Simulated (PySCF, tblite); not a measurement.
**C₄H₁₃BGeS: geometry, infrared bands and NMR shifts**

What infrared bands and NMR shifts should C₄H₁₃BGeS (`CCC[BH][GeH2][S]C`) show?

The runs use tblite 0.8.0 and PySCF 2.14.0, with density-fitted response routines of our own; the level of theory stands in each step. All values are computed, except where a source is named. Atoms are numbered from 0 throughout.

**1. Starting geometry**

20 atoms, charge 0, multiplicity 1; geometry from: force field or distance geometry start.

Bonds of the start (Å): C0–C1 1.51, C1–C2 1.51, C2–B3 1.58, B3–Ge4 2.01, Ge4–S5 2.23, S5–C6 1.82, C0–H7 1.09, C0–H8 1.11, C0–H9 1.12, C1–H10 1.11, C1–H11 1.10, C2–H12 1.12, C2–H13 1.11, B3–H14 1.18, Ge4–H15 1.55, Ge4–H16 1.56, C6–H17 1.12, C6–H18 1.12, C6–H19 1.12.

**2. Optimising the geometry with GFN2-xTB**

Job settings and geometry (Å):

```
{"job": {"kind": "relax", "xc": "GFN2-xTB", "basis": "xTB"}, "charge": 0, "multiplicity": 1}
C     -3.548800     0.210400    -0.489000
C     -2.053800     0.350600    -0.655700
C     -1.358400    -0.767200     0.093300
B      0.214600    -0.726700    -0.008600
Ge     1.309700     0.947600     0.223100
S      3.234700     0.765000    -0.893100
C      4.305600    -0.344600     0.067500
H     -4.075900     0.371900    -1.429900
H     -3.721500    -0.828900    -0.131300
H     -3.935100     0.914200     0.299000
H     -1.759800     1.291100    -0.149700
H     -1.834800     0.358000    -1.733700
H     -1.723400    -1.711800    -0.382800
H     -1.686100    -0.849800     1.152300
H      0.716400    -1.577100    -0.646900
H      0.547000     2.223700    -0.222300
H      1.714500     1.183000     1.706000
H      3.696800    -1.120400     0.601600
H      4.942600     0.230300     0.782200
H      5.010500    -0.908600    -0.594800
```

On the command line:

```
$ OMP_NUM_THREADS=1 python probes_run.py task.json out
```

This one command runs all jobs of the session in turn.

**Question.** This job is followed by: GFN2-xTB harmonic vibrations, gas phase; GIAO PBE0/pcSseg-1 NMR shielding, non-relativistic, gas phase. Predict these results of the whole session: strongest single infrared mode (GFN2-xTB); zero-point energy (GFN2-xTB); 13C shifts against TMS (PBE0/pcSseg-1); 1H shifts against TMS (PBE0/pcSseg-1, means over atoms taken as alike); 11B shifts against BF3·OEt2 (PBE0/pcSseg-1); 73Ge shifts against GeMe4 (PBE0/pcSseg-1); 33S shifts against CS2 (PBE0/pcSseg-1); surface potential, 1st and 99th percentile.

As calculated:

| quantity | value |
| --- | --- |
| strongest single infrared mode (GFN2-xTB) | 1837 cm⁻¹, 469 km/mol |
| zero-point energy (GFN2-xTB) | 98.5 kcal/mol |
| 13C shifts against TMS (PBE0/pcSseg-1) | 43.8, 26.8, 19.5, 17.6 ppm |
| 1H shifts against TMS (PBE0/pcSseg-1, means over atoms taken as alike) | 10.05, 4.56, 2.01, 1.99, 1.98, 1.14 ppm |
| 11B shifts against BF3·OEt2 (PBE0/pcSseg-1) | 111.3 ppm |
| 73Ge shifts against GeMe4 (PBE0/pcSseg-1) | -204 ppm |
| 33S shifts against CS2 (PBE0/pcSseg-1) | -195 ppm |
| surface potential, 1st and 99th percentile | -1.10 V and 1.32 V |

The optimisation took 253 steps and gained 0.734 eV; among the close pairs (by a distance rule), Ge4–H15 changed most, from 1.552 to 1.508 Å. No mode is imaginary among the 54: a minimum at this level. The strongest single mode, at 1837 cm⁻¹, moves mainly H16. GFN2-xTB is a fitted tight-binding method: band positions and strengths are rough. Its intensities can rank the bands wrongly. At PBE0/pcSseg-1: The widest tensor belongs to S5: span 320 ppm, with a paramagnetic part of -360 ppm. By nearest atom (PBE0/pcSseg-1), the HOMO sits on S5 74 % and the LUMO on B3 52 %; H14 11 %. Spin-orbit coupling is left out, which matters for shieldings and couplings at and beside the heavy atoms.
